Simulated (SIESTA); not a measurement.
Crystal: Ge3Pd.

```
Pd Ge
1.0
     4.14202    0.00000    0.00000
     0.00000    4.14202    0.00000
     0.00000    0.00000    4.14202
Pd Ge
1 3
Direct
  0.00000 0.00000 0.00000
  0.50000 0.50000 0.00000
  0.50000 0.00000 0.50000
  0.00000 0.50000 0.50000
```

The cell comes from a database or a generator and needn't be the stable form of this composition.

Base run:

* Program: SIESTA 5.4.2
* Functional: LDA
* Potentials or basis: PseudoDojo 0.4 standard (LDA files)
* Basis: DZP (energy shift 0.003 Ry; two zetas on semicore shells)
* Grid cutoff: 800 Ry
* Energy shift: 0.003 Ry
* k mesh: 7 × 7 × 7
* Occupations: fermi-dirac, width 0.05 eV
* Spin: no spin polarisation

Its results: band gap on the k mesh none (metal or under the smearing width); pressure -5.8 GPa.

The run is repeated on the same cell with these changes: functional from LDA to PBEsol; potentials or basis from PseudoDojo 0.4 standard (LDA files) to PseudoDojo 0.4 standard (PBEsol files). What comes out?

Band gap on the k mesh none (metal or under the smearing width); pressure -3.2 GPa.

Caveats: the basis of atomic orbitals isn't converged, which shifts pressures, moduli and gaps.

Not every run made on this cell is shown here.
